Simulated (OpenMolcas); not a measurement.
# SnH2O2 (SMILES [OH][Sn][OH]), step by step

Wanted: the energy (HF/ANO-RCC-MB), then a single-point energy (CASSCF(2,2)/ANO-RCC-VDZP), then an energy scan (CASPT2(2,2)/ANO-RCC-VDZP), then the energy along one coordinate (SC-NEVPT2(2,2)/ANO-RCC-VDZP), then an energy scan (MC-PDFT[tPBE](2,2)/ANO-RCC-VDZP) of SnH2O2. 

The calculation is run with OpenMolcas 26.06.

## Step 1: Starting point

SnH2O2 has 5 atoms, charge 0, and is taken as a singlet. As SMILES, `[OH][Sn][OH]`. The shape is that of a PBE0-D4/def2-TZVP optimisation. This is one conformer, not always the lowest.

Bond lengths: O1–Sn2 1.987 Å, Sn2–O3 1.966 Å, O1–H4 0.960 Å, O3–H5 0.964 Å. Angles: O1–Sn2–O3 91.9°, Sn2–O1–H4 116.9°, Sn2–O3–H5 111.9°.

## Step 2: The energy at HF/ANO-RCC-MB (DKH2) (run 1)

Input file geom.xyz:

```xyz
5

O     -0.984300     0.177800    -0.613800
Sn    -0.153700    -0.943900     0.800900
O      1.561800     0.002900     0.636100
H     -1.901200    -0.005600    -0.831400
H      1.527200     0.695100    -0.033300
```

Input file step1.inp:

```
&gateway
  coord=geom.xyz
  basis=ANO-RCC-MB
  group=NoSym

&seward

&scf
  prorbitals=0

&localisation
  occupied
  freeze
  pipek-mezey

&localisation
  fileorb=$Project.LocOrb
  virtual
  pipek-mezey
```

On the command line:

```bash
export MOLCAS_MEM=1860
pymolcas step1.inp > step1.log
```

The log of the run:

```text
--- Start Module: gateway ---
[...]
--- Stop Module: gateway /rc=_RC_ALL_IS_WELL_ ---
[...]
      Basis functions           39
[...]
       Convergence after  11 Iterations
[...]
::    Total SCF energy                              -6323.3383009272
[...]
      Total spin, S                                     0.0000000000
[...]
      Total electronic charge=   68.000000
      Total            charge=   -0.000000
[...]
      Dipole Moment (debye):
      Origin of the operator (angstrom)=   -0.0622   -0.7121    0.6206
                   X= -2.1561E+00               Y= -1.2097E+00               Z=  2.2508E-01           Total=  2.4825E+00
      Quadrupole Moment (debye*angstrom):
[...]
--- Start Module: localisation ---
[...]
--- Stop Module: localisation /rc=_RC_ALL_IS_WELL_ ---
--- Start Module: localisation ---
[...]
--- Stop Module: localisation /rc=_RC_ALL_IS_WELL_ ---
[...]
```

It took 8.7 s on 1 thread of AMD EPYC 7R43 (Zen 3), shared host; peak memory 0.41 GiB.

## Step 3: A single-point energy at CASSCF(2,2)/ANO-RCC-VDZP (DKH2, RICD fitting) (run 2)

geom.xyz is that of step 2.

Input file step2.inp:

```
* H2O2Sn CASSCF
&GATEWAY
COORD=geom.xyz
BASIS=ANO-RCC-MB
GROUP=NoSym
&SEWARD
&RASSCF
FILEORB=$CurrDir/step1.LocOrb
ALTER=2
1 30 34
1 35 38
SPIN=1
NACTEL=2 0 0
INACTIVE=33
RAS2=2
ORBLISTING=Nothing
>>> COPY $Project.RunFile RUNFIL1
>>> COPY $Project.RasOrb INPORB
&GATEWAY
COORD=geom.xyz
BASIS=ANO-RCC-VDZP
GROUP=NoSym
RICD
&SEWARD
>>> COPY $Project.RunFile RUNFIL2
&EXPBAS
&RASSCF
FILEORB=$Project.ExpOrb
SPIN=1
NACTEL=2 0 0
INACTIVE=33
RAS2=2
ORBLISTING=Nothing
```

On the command line:

```bash
export MOLCAS_MEM=1860
pymolcas step2.inp > step2.log
```

The log of the run:

```text
--- Start Module: gateway ---
[...]
--- Stop Module: gateway /rc=_RC_ALL_IS_WELL_ ---
[...]
      Basis functions           39
[...]
      Number of active orbitals                  2
[...]
      Spin quantum number                      0.0
[...]
      Active orbitals                            2
[...]
      Number of CSFs                             3
[...]
      Number of root(s) required                 1
[...]
      Convergence after 11 iterations
[...]
      printout of CI-coefficients larger than  0.05 for root  1
      energy=   -6323.357191
      conf/sym  11     Coeff  Weight
             1  20   0.99454 0.98910
             3  02  -0.10438 0.01090
      Natural orbitals and occupation numbers for root  1
      sym 1:   1.978208   0.021792
      ************************************************************************************************************************
      *                                                    Final results                                                     *
[...]
::    RASSCF root number  1 Total energy:  -6323.35719138
[...]
      Basis functions           81
[...]
--- Start Module: expbas ---
[...]
--- Stop Module: expbas /rc=_RC_ALL_IS_WELL_ ---
--- Start Module: rasscf ---
[...]
      Convergence after 19 iterations
[...]
      Natural orbitals and occupation numbers for root  1
      sym 1:   1.980561   0.019439
      ************************************************************************************************************************
      *                                                    Final results                                                     *
[...]
::    RASSCF root number  1 Total energy:  -6323.57355091
[...]
      Total electronic charge=   68.000000
      Total            charge=   -0.000000
[...]
      Dipole Moment (debye):
      Origin of the operator (angstrom)=   -0.0622   -0.7121    0.6206
                   X= -2.4856E+00               Y= -1.7700E+00               Z=  6.1469E-01           Total=  3.1127E+00
      Quadrupole Moment (debye*angstrom):
[...]
--- Stop Module: rasscf /rc=_RC_ALL_IS_WELL_ ---
[...]
```

It took 34 s on 1 thread of AMD EPYC 7R43 (Zen 3), shared host; peak memory 0.41 GiB.

## Step 4: The energy along one coordinate at CASPT2(2,2)/ANO-RCC-VDZP (DKH2, RICD fitting, ipea shift 0.25 Eh, pt2 variant SS) (run 3)

Input file step3.input:

```
>>> COPY $CurrDir/step2.RasOrb $Project.RasOrb
>>> ForEach K in (1, 2, 3, 4, 5, 6, 7, 8, 9)
&GATEWAY
Coord=$CurrDir/point$K.xyz
Basis=ANO-RCC-VDZP
Group=NoSym
RICD
&SEWARD
&RASSCF
FileOrb=$Project.RasOrb
Spin=1
Nactel=2 0 0
Inactive=33
Ras2=2
OrbListing=Nothing
&CASPT2
Imaginary=0.2
Frozen=20
>>> EndDo
```

On the command line:

```bash
export MOLCAS_MEM=1860
pymolcas step3.input > step3.log
```

The log of the run (excerpt; [...] marks lines left out):

```text
[...]
      Basis functions           81
[...]
      Number of active orbitals                  2
[...]
      Spin quantum number                      0.0
[...]
      Active orbitals                            2
[...]
      Number of CSFs                             3
[...]
      Number of root(s) required                 1
[...]
      Convergence after 11 iterations
[...]
      Natural orbitals and occupation numbers for root  1
      sym 1:   1.986984   0.013016
      ************************************************************************************************************************
      *                                                    Final results                                                     *
[...]
::    RASSCF root number  1 Total energy:  -6323.56088398
[...]
      E2 (Variational):          -0.7839065123
[...]
::    CASPT2 Root  1     Total energy:  -6324.34479049
[...]
      Convergence after 12 iterations
[...]
      Natural orbitals and occupation numbers for root  1
      sym 1:   1.980565   0.019435
      ************************************************************************************************************************
      *                                                    Final results                                                     *
[...]
      Convergence after 15 iterations
[...]
      Natural orbitals and occupation numbers for root  1
      sym 1:   1.797406   0.202594
      ************************************************************************************************************************
      *                                                    Final results                                                     *
[...]
      Convergence after 16 iterations
[...]
      Natural orbitals and occupation numbers for root  1
      sym 1:   1.615339   0.384661
      ************************************************************************************************************************
      *                                                    Final results                                                     *
[...]
      Convergence after 12 iterations
[...]
::    RASSCF root number  1 Total energy:  -6323.41677165
[...]
::    CASPT2 Root  1     Total energy:  -6324.17851521
[...]
      Convergence after 12 iterations
[...]
::    RASSCF root number  1 Total energy:  -6323.41122105
[...]
      E2 (Variational):          -0.7580836928
[...]
::    CASPT2 Root  1     Total energy:  -6324.16930474
[...]
```

It took 4 min on 1 thread of AMD EPYC 7R43 (Zen 3), shared host; peak memory 0.38 GiB.

The scan, from its lowest point:

| H4–O1 (Å) | energy (kJ/mol) |
| --- | --- |
| 0.864 | 37.0 |
| 0.960 | 0.0 |
| 1.056 | 14.3 |
| 1.200 | 79.4 |
| 1.392 | 188.6 |
| 1.632 | 310.7 |
| 1.920 | 410.6 |
| 2.304 | 473.5 |
| 2.880 | 497.7 |

## Step 5: The energy along one coordinate at SC-NEVPT2(2,2)/ANO-RCC-VDZP (DKH2, RICD fitting, pt2 variant SC-NEVPT2) (run 4)

Input file step4.input:

```
* H2O2Sn NEVPT2
>>> COPY $CurrDir/step2.RasOrb $Project.RasOrb
>>> ForEach K in (1, 2, 3, 4, 5, 6, 7, 8, 9)

&gateway
 coord=$CurrDir/point$K.xyz
 basis=ANO-RCC-VDZP
 group=NoSym
 ricd

&seward

&rasscf
 fileorb=$Project.RasOrb
 spin=1
 nactel=2 0 0
 inactive=33
 ras2=2
 orblisting=Nothing

&caspt2
 sc-nevpt2
 frozen=20
>>> EndDo
```

On the command line:

```bash
export MOLCAS_MEM=1860
pymolcas step4.input > step4.log
```

The log of the run (excerpt; [...] marks lines left out):

```text
[...]
      Basis functions           81
[...]
      Number of active orbitals                  2
[...]
      Spin quantum number                      0.0
[...]
      Active orbitals                            2
[...]
      Number of CSFs                             3
[...]
      Number of root(s) required                 1
[...]
      Convergence after 11 iterations
[...]
      Natural orbitals and occupation numbers for root  1
      sym 1:   1.986984   0.013016
      ************************************************************************************************************************
      *                                                    Final results                                                     *
[...]
::    RASSCF root number  1 Total energy:  -6323.56088398
[...]
      E2 (Variational):          -0.7834712851
[...]
::    SC-NEVPT2 Root  1     Total energy:  -6324.34427092
[...]
      Convergence after 12 iterations
[...]
      Natural orbitals and occupation numbers for root  1
      sym 1:   1.980565   0.019435
      ************************************************************************************************************************
      *                                                    Final results                                                     *
[...]
      Convergence after 15 iterations
[...]
      Natural orbitals and occupation numbers for root  1
      sym 1:   1.797406   0.202594
      ************************************************************************************************************************
      *                                                    Final results                                                     *
[...]
      Convergence after 16 iterations
[...]
      Natural orbitals and occupation numbers for root  1
      sym 1:   1.615339   0.384661
      ************************************************************************************************************************
      *                                                    Final results                                                     *
[...]
      Convergence after 12 iterations
[...]
::    RASSCF root number  1 Total energy:  -6323.41677165
[...]
::    SC-NEVPT2 Root  1     Total energy:  -6324.17362528
[...]
      Convergence after 12 iterations
[...]
::    RASSCF root number  1 Total energy:  -6323.41122105
[...]
      E2 (Variational):          -0.7534610775
[...]
::    SC-NEVPT2 Root  1     Total energy:  -6324.16468212
[...]
```

It took 4.3 min on 1 thread of AMD EPYC 7R43 (Zen 3), shared host; peak memory 0.37 GiB.

The scan, from its lowest point:

| H4–O1 (Å) | energy (kJ/mol) |
| --- | --- |
| 0.864 | 40.3 |
| 0.960 | 0.0 |
| 1.056 | 11.4 |
| 1.200 | 74.5 |
| 1.392 | 186.4 |
| 1.632 | 316.2 |
| 1.920 | 423.3 |
| 2.304 | 488.4 |
| 2.880 | 511.9 |

## Step 6: The energy along one coordinate at MC-PDFT[tPBE](2,2)/ANO-RCC-VDZP (DKH2, RICD fitting) (run 5)

Input file step5.inp:

```
* H2O2Sn MC-PDFT
>>> EXPORT MOLCAS_PRINT=2
>>> COPY $CurrDir/step2.RasOrb $Project.RasOrb
>>> ForEach K in (1, 2, 3, 4, 5, 6, 7, 8, 9)

&gateway
  coord = $CurrDir/point$K.xyz
  basis = ANO-RCC-VDZP
  group = NoSym
  ricd

&seward

&rasscf
  fileorb = $Project.RasOrb
  spin = 1
  nactel = 2 0 0
  inactive = 33
  ras2 = 2
  orblisting = Nothing

&mcpdft
  ksdft = T:PBE
>>> EndDo
```

On the command line:

```bash
export MOLCAS_MEM=1860
pymolcas step5.inp > step5.log
```

The log of the run (excerpt; [...] marks lines left out):

```text
--- Start Module: gateway ---
[...]
      Basis functions           81
[...]
      Number of active orbitals                  2
[...]
      Spin quantum number                      0.0
[...]
      Active orbitals                            2
[...]
      Number of CSFs                             3
[...]
      Number of root(s) required                 1
[...]
      Convergence after 11 iterations
[...]
      Natural orbitals and occupation numbers for root  1
      sym 1:   1.986984   0.013016
      ************************************************************************************************************************
      *                                                    Final results                                                     *
[...]
::    RASSCF root number  1 Total energy:  -6323.56088398
[...]
::    MCPDFT root number  1 Total energy:  -6326.48934163
[...]
      Convergence after 12 iterations
[...]
      Natural orbitals and occupation numbers for root  1
      sym 1:   1.980565   0.019435
      ************************************************************************************************************************
      *                                                    Final results                                                     *
[...]
      Convergence after 15 iterations
[...]
      Natural orbitals and occupation numbers for root  1
      sym 1:   1.797406   0.202594
      ************************************************************************************************************************
      *                                                    Final results                                                     *
[...]
      Convergence after 16 iterations
[...]
      Natural orbitals and occupation numbers for root  1
      sym 1:   1.615339   0.384661
      ************************************************************************************************************************
      *                                                    Final results                                                     *
[...]
      Convergence after 12 iterations
[...]
::    RASSCF root number  1 Total energy:  -6323.41677165
[...]
::    MCPDFT root number  1 Total energy:  -6326.31409231
[...]
      Convergence after 12 iterations
[...]
::    RASSCF root number  1 Total energy:  -6323.41122105
[...]
      Total electronic charge=   68.000000
      Total            charge=   -0.000000
[...]
::    MCPDFT root number  1 Total energy:  -6326.30500961
[...]
```

It took 4.5 min on 1 thread of AMD EPYC 7R43 (Zen 3), shared host; peak memory 0.38 GiB.

The scan, from its lowest point:

| H4–O1 (Å) | energy (kJ/mol) |
| --- | --- |
| 0.864 | 36.6 |
| 0.960 | 0.0 |
| 1.056 | 14.3 |
| 1.200 | 79.4 |
| 1.392 | 190.2 |
| 1.632 | 318.3 |
| 1.920 | 427.5 |
| 2.304 | 496.7 |
| 2.880 | 520.5 |

## Step 7: Results

```
                                                         quantity           value
                               run 1, HF/ANO-RCC-MB: total energy  -6323.33830 Eh
                              run 1, HF/ANO-RCC-MB: dipole moment          2.48 D
                                run 1, HF/ANO-RCC-MB: HOMO energy        -9.93 eV
                                run 1, HF/ANO-RCC-MB: LUMO energy         0.56 eV
                              run 1, HF/ANO-RCC-MB: HOMO–LUMO gap        10.48 eV
                    run 2, CASSCF(2,2)/ANO-RCC-VDZP: total energy  -6323.57355 Eh
  run 2, CASSCF(2,2)/ANO-RCC-VDZP: dipole moment (CASSCF density)          3.11 D
       run 3, CASPT2(2,2)/ANO-RCC-VDZP: lowest energy of the scan  -6324.35887 Eh
    run 4, SC-NEVPT2(2,2)/ANO-RCC-VDZP: lowest energy of the scan  -6324.35964 Eh
run 5, MC-PDFT[tPBE](2,2)/ANO-RCC-VDZP: lowest energy of the scan  -6326.50326 Eh
```

Mulliken charges (run 1, HF/ANO-RCC-MB) run from -0.85 on O1 to +1.10 on Sn2; they depend strongly on the basis.
